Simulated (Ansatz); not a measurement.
Molecular dynamics of Ba₆Ti₆CO₁₉

The input (input.yaml):

```yaml
accuracy: low
crystal:
  lattice:
    - [5.667178, 0.0, 0.0]
    - [0.0, 8.0146, 0.0]
    - [0.0, 0.0, 22.083973]
  atoms:
    - { symbol: Ba, position: [0.5, 0.25, 0.0452817] }
    - { symbol: Ti, position: [0.0, 0.0, 0.0452817] }
    - { symbol: O, position: [0.25, 0.0, 0.1094366] }
    - { symbol: O, position: [0.75, 0.0, 0.1094366] }
    - { symbol: O, position: [0.0, 0.25, 0.0452817] }
    - { symbol: Ba, position: [0.0, 0.25, 0.1735915] }
    - { symbol: Ti, position: [0.5, 0.0, 0.1735915] }
    - { symbol: O, position: [0.75, 0.0, 0.2377463] }
    - { symbol: O, position: [0.25, 0.0, 0.2377463] }
    - { symbol: O, position: [0.5, 0.25, 0.1735915] }
    - { symbol: Ba, position: [0.5, 0.25, 0.3019012] }
    - { symbol: Ti, position: [0.0, 0.0, 0.3019012] }
    - { symbol: O, position: [0.25, 0.0, 0.3660561] }
    - { symbol: O, position: [0.75, 0.0, 0.3660561] }
    - { symbol: O, position: [0.0, 0.25, 0.3019012] }
    - { symbol: Ba, position: [0.5, 0.75, 0.0452817] }
    - { symbol: Ti, position: [0.0, 0.5, 0.0452817] }
    - { symbol: O, position: [0.25, 0.5, 0.1094366] }
    - { symbol: O, position: [0.75, 0.5, 0.1094366] }
    - { symbol: O, position: [0.0, 0.75, 0.0452817] }
    - { symbol: Ba, position: [0.0, 0.75, 0.1735915] }
    - { symbol: Ti, position: [0.5, 0.5, 0.1735915] }
    - { symbol: O, position: [0.75, 0.5, 0.2377463] }
    - { symbol: O, position: [0.25, 0.5, 0.2377463] }
    - { symbol: O, position: [0.5, 0.75, 0.1735915] }
    - { symbol: Ba, position: [0.5, 0.75, 0.3019012] }
    - { symbol: Ti, position: [0.0, 0.5, 0.3019012] }
    - { symbol: O, position: [0.25, 0.5, 0.3660561] }
    - { symbol: O, position: [0.75, 0.5, 0.3660561] }
    - { symbol: O, position: [0.0, 0.75, 0.3019012] }
    - { symbol: C, position: [0.2376293, 0.0223709, 0.5337304] }
    - { symbol: O, position: [0.2376293, 0.0223709, 0.5862572] }
basis:
  ecutwfc: 500.0
kpoints:
  mp_grid: { grid: [2, 1, 1] }
hamiltonian:
  xc: r2scan
  pseudopotentials: { kind: paw, azcp: { folder: soft_1 } }
scf:
  occupations: { method: fermi_dirac, width: 0.05 }
  lower_state_search: "off"
md:
  timestep: 1.5
  n_steps: 60
  ensemble: nve
  initial_velocities: zero
  seed: 40640
  initial_site_velocities:
    - { site: 30, velocity: [0.010995, 0.0, -0.030208] }
    - { site: 31, velocity: [0.010995, 0.0, -0.030208] }
  constraints: [{ sites: [0, 1, 2, 3, 4, 15, 16, 17, 18, 19] }]
```

Command:

```bash
$ ansatz run input.yaml --threads 4 --pin off --max-ram 10240MiB --backend cpu --events-out ev --progress --plain --runs-dir out
```

It starts from an unrelaxed structure (largest force component 5.05 eV/Å).

Output, in part (one step line in 3):

```
md step     0: t =     0.00 fs  T =   527.5 K  F+E_penalty+E_count = -61898.22821202 eV  E_kin = 1.500016 eV  conserved = -61896.72819613 eV  (33 SCF iters)
md step     3: t =     4.50 fs  T =   725.8 K  F+E_penalty+E_count = -61898.79702560 eV  E_kin = 2.063905 eV  conserved = -61896.73312043 eV  (18 SCF iters)
md step     6: t =     9.00 fs  T =  1237.8 K  F+E_penalty+E_count = -61900.25357943 eV  E_kin = 3.519950 eV  conserved = -61896.73362923 eV  (11 SCF iters)
md step     9: t =    13.50 fs  T =  1910.4 K  F+E_penalty+E_count = -61902.17922237 eV  E_kin = 5.432729 eV  conserved = -61896.74649319 eV  (12 SCF iters)
md step    12: t =    18.00 fs  T =  2182.3 K  F+E_penalty+E_count = -61902.96981965 eV  E_kin = 6.205709 eV  conserved = -61896.76411076 eV  (11 SCF iters)
md step    15: t =    22.50 fs  T =  1672.2 K  F+E_penalty+E_count = -61901.48765271 eV  E_kin = 4.755142 eV  conserved = -61896.73251058 eV  (9 SCF iters)
md step    18: t =    27.00 fs  T =  1596.5 K  F+E_penalty+E_count = -61901.27184758 eV  E_kin = 4.539986 eV  conserved = -61896.73186111 eV  (10 SCF iters)
md step    21: t =    31.50 fs  T =  2072.4 K  F+E_penalty+E_count = -61902.65525276 eV  E_kin = 5.893274 eV  conserved = -61896.76197900 eV  (8 SCF iters)
md step    24: t =    36.00 fs  T =  1852.0 K  F+E_penalty+E_count = -61902.01791643 eV  E_kin = 5.266669 eV  conserved = -61896.75124785 eV  (8 SCF iters)
md step    27: t =    40.50 fs  T =  1173.2 K  F+E_penalty+E_count = -61900.07066106 eV  E_kin = 3.336144 eV  conserved = -61896.73451688 eV  (8 SCF iters)
md step    30: t =    45.00 fs  T =   831.9 K  F+E_penalty+E_count = -61899.09019545 eV  E_kin = 2.365822 eV  conserved = -61896.72437348 eV  (13 SCF iters)
md step    33: t =    49.50 fs  T =  1174.6 K  F+E_penalty+E_count = -61900.07431473 eV  E_kin = 3.340310 eV  conserved = -61896.73400423 eV  (12 SCF iters)
md step    36: t =    54.00 fs  T =  1905.2 K  F+E_penalty+E_count = -61902.16151517 eV  E_kin = 5.417902 eV  conserved = -61896.74361330 eV  (11 SCF iters)
md step    39: t =    58.50 fs  T =  2462.8 K  F+E_penalty+E_count = -61903.76102999 eV  E_kin = 7.003406 eV  conserved = -61896.75762380 eV  (17 SCF iters)
md step    42: t =    63.00 fs  T =  2224.4 K  F+E_penalty+E_count = -61903.08510924 eV  E_kin = 6.325563 eV  conserved = -61896.75954671 eV  (12 SCF iters)
md step    45: t =    67.50 fs  T =  1396.3 K  F+E_penalty+E_count = -61900.69357208 eV  E_kin = 3.970825 eV  conserved = -61896.72274726 eV  (13 SCF iters)
md step    48: t =    72.00 fs  T =  1305.9 K  F+E_penalty+E_count = -61900.44788672 eV  E_kin = 3.713497 eV  conserved = -61896.73438923 eV  (13 SCF iters)
md step    51: t =    76.50 fs  T =  1693.6 K  F+E_penalty+E_count = -61901.56658602 eV  E_kin = 4.816118 eV  conserved = -61896.75046788 eV  (11 SCF iters)
md step    54: t =    81.00 fs  T =  1741.1 K  F+E_penalty+E_count = -61901.69413893 eV  E_kin = 4.951262 eV  conserved = -61896.74287737 eV  (12 SCF iters)
md step    57: t =    85.50 fs  T =  1547.8 K  F+E_penalty+E_count = -61901.14178000 eV  E_kin = 4.401545 eV  conserved = -61896.74023473 eV  (11 SCF iters)
md step    60: t =    90.00 fs  T =  1318.7 K  F+E_penalty+E_count = -61900.48370873 eV  E_kin = 3.749908 eV  conserved = -61896.73380036 eV  (16 SCF iters)
```

The run went to its last step. The conserved energy stayed within 1.2 meV per atom of its start (net change -0.18 meV per atom), so the integration is sound. A run of 0.09 ps of so small a system gives no equilibrium averages. Limits of this set-up: coarse k mesh, slab without dipole correction, no dispersion correction for a molecule that may bind weakly, low accuracy level.

Mean squared displacements from the first frame to the last: Ba 0.08 Å², Ti 0.00 Å², O 0.37 Å², C 6.92 Å².

Last frame:

```xyz
32
Lattice="5.6672 0.0000 0.0000 0.0000 8.0146 0.0000 0.0000 0.0000 22.0840" Properties=species:S:1:pos:R:3
Ba 2.834 2.004 1.000
Ti 0.000 0.000 1.000
O 1.417 0.000 2.417
O 4.250 0.000 2.417
O 0.000 2.004 1.000
Ba 0.000 2.005 4.003
Ti 2.830 -0.001 3.903
O 4.298 -0.004 5.263
O 1.375 -0.002 5.208
O 2.836 2.000 3.755
Ba 2.837 2.012 7.114
Ti -0.102 0.019 6.677
O 1.467 -0.140 7.942
O 4.336 -0.024 8.244
O -0.025 1.986 6.747
Ba 2.834 6.011 1.000
Ti 0.000 4.007 1.000
O 1.417 4.007 2.417
O 4.250 4.007 2.417
O 0.000 6.011 1.000
Ba 0.001 6.010 4.003
Ti 2.832 4.007 3.917
O 4.285 4.006 5.245
O 1.385 4.008 5.249
O 2.836 6.013 3.755
Ba 2.840 5.999 7.109
Ti 0.000 4.003 6.749
O 1.377 4.007 8.175
O 4.299 4.011 8.168
O -0.030 6.018 6.742
C 2.613 0.593 9.518
O 2.242 0.037 10.482
```

Time of the run: 35 min on 4 threads of AMD EPYC 7R43 64-Core Processor (Zen 3) (shared host), peak memory 3.3 GiB.
